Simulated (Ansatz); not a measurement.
Working through a calculation of the elastic constants of Ca3P2, space group Pm-3m

With Ansatz 0.2.0 through its Python package.

Typed at the interpreter:
```pycon
>>> import ansatz
>>> import numpy as np
>>> XC = "pbesol"
>>> KGRID = (4, 4, 4)
>>> cell = (
...     ansatz.Lattice.of((5.31, 0.0, 0.0), (0.0, 5.31, 0.0), (0.0, 0.0, 5.31))
...     .atom("Ca", (0.0, 0.5, 0.5))
...     .atom("Ca", (0.5, 0.0, 0.5))
...     .atom("Ca", (0.5, 0.5, 0.0))
...     .atom("P", (0.0, 0.0, 0.0))
...     .atom("P", (0.5, 0.5, 0.5))
... )
>>> setup = (
...     cell.calculation()
...     .functional(XC)
...     .basis(47 * ansatz.Ry, xc_grid=3)
...     .occupations(ansatz.OccupationsMethod.FIXED)
...     .eigensolver("auto")
...     .kpoints(*KGRID)
... )
>>> out = setup.elastic("relaxed_ion", amplitude=0.003).run(threads=1, backend="cpu")
>>> elastic = out.elastic
>>> print("C_ij (GPa), Voigt order xx yy zz yz xz xy")
C_ij (GPa), Voigt order xx yy zz yz xz xy
>>> for row in elastic.c_gpa:
...     print(" ".join(f"{value:8.1f}" for value in row))
...
   104.5      2.0      2.0     -0.0     -0.0     -0.0
     2.0    104.5      2.0     -0.0     -0.0     -0.0
     2.0      2.0    104.5     -0.0     -0.0     -0.0
    -0.0     -0.0     -0.0     16.3      0.0      0.0
     0.0      0.0     -0.0      0.0     16.3      0.0
     0.0     -0.0      0.0      0.0      0.0     16.3
>>> print("smallest eigenvalue of C:", round(elastic.stability.min_eigenvalue_gpa, 1), "GPa; tensor positive definite:", elastic.stability.min_eigenvalue_gpa > 0)
smallest eigenvalue of C: 16.3 GPa; tensor positive definite: True
>>> # averaged moduli need a positive definite tensor
>>> if elastic.stability.min_eigenvalue_gpa > 0:
...     m = elastic.moduli
...     anisotropy = 5 * m.g_voigt_gpa / m.g_reuss_gpa + m.k_voigt_gpa / m.k_reuss_gpa - 6
...     print(f"Voigt K {m.k_voigt_gpa:.1f} G {m.g_voigt_gpa:.1f}; Reuss K {m.k_reuss_gpa:.1f} G {m.g_reuss_gpa:.1f}; universal anisotropy index {anisotropy:.3f}")
...
Voigt K 36.2 G 30.2; Reuss K 36.2 G 22.4; universal anisotropy index 1.764
```

Caveats:
- The settings weren't tested for convergence.
- With fixed filling the reported Fermi level is the top filled level among the k-points of the SCF.
- A positive definite tensor excludes instabilities under uniform strain alone; phonons elsewhere in the zone can still be imaginary.
- The cell stands under -1.5 GPa at these settings.
- The structure comes from a database of computed cells and needn't be a stable or known phase.
- The constants belong to the cell that was strained; where it wasn't relaxed first it may be under stress.
- Hardware and time: 55 s on 1 thread of Arm Neoverse V2 (shared host), peak memory 0.62 GiB.

(A comment or docstring line of the script was reworded after the run, the code is as it ran.)
